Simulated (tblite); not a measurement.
# C5H18Si4: the cost of one run

The runs use tblite 0.8.0 and PySCF 2.14.0, with density-fitted response routines of our own; the level of theory stands in each step. All values are computed, except where a source is named. Atoms count from 0, in the outputs and in this text.

## (1) The starting structure

27 atoms, charge 0, multiplicity 1; geometry from: force field or distance geometry start.

Bonds of the start (Å): Si0–Si1 2.24, Si1–Si2 2.21, Si1–Si3 2.19, Si3–C4 1.83, C4–C5 1.51, C5–C6 1.50, C6–C7 1.50, C7–C8 1.50, C8–C4 1.50, Si0–H9 1.47, Si0–H10 1.47, Si0–H11 1.47, Si1–H12 1.50, Si2–H13 1.48, Si2–H14 1.49, Si2–H15 1.46, Si3–H16 1.49, Si3–H17 1.47, C4–H18 1.10, C5–H19 1.11, C5–H20 1.10, C6–H21 1.12, C6–H22 1.13, C7–H23 1.10, C7–H24 1.10, C8–H25 1.11, C8–H26 1.11.

## (2) Relaxing the molecule with GFN2-xTB

Job settings and geometry (Å):

```
{"job": {"kind": "relax", "xc": "GFN2-xTB", "basis": "xTB"}, "charge": 0, "multiplicity": 1}
Si     2.891000    -2.054700    -0.239700
Si     2.436000    -0.045000     0.642300
Si     3.171200     1.473700    -0.785500
Si     0.347300     0.188500     1.272500
C     -0.849200     0.533000    -0.068600
C     -1.408000    -0.737800    -0.666500
C     -2.871000    -0.781700    -0.344200
C     -3.272400     0.645800    -0.098500
C     -2.039800     1.224700     0.525400
H      4.309400    -2.324000     0.018600
H      2.755300    -1.899200    -1.699500
H      2.027100    -3.106900     0.308000
H      3.295100     0.062800     1.862600
H      4.343500     0.881800    -1.466800
H      3.673700     2.690600    -0.098300
H      2.198400     1.802500    -1.822800
H     -0.077200    -1.104000     1.878900
H      0.132800     1.187000     2.334400
H     -0.473300     1.175200    -0.875300
H     -0.945700    -1.636700    -0.196900
H     -1.297800    -0.691200    -1.757900
H     -3.471500    -1.173900    -1.199500
H     -3.100300    -1.405800     0.564000
H     -3.565900     1.174500    -1.018400
H     -4.116200     0.650200     0.613000
H     -2.030600     2.329900     0.408500
H     -2.081800     0.967300     1.604100
```

The run is started by

```sh
$ OMP_NUM_THREADS=1 python probes_run.py task.json out
```

One launch serves the whole session: the jobs run in the order shown.

Q: Estimate the wall time and peak memory of this first job on 1 thread of Arm Neoverse N1, shared host.

About 4.5 s, with a peak of 0.19 GiB.
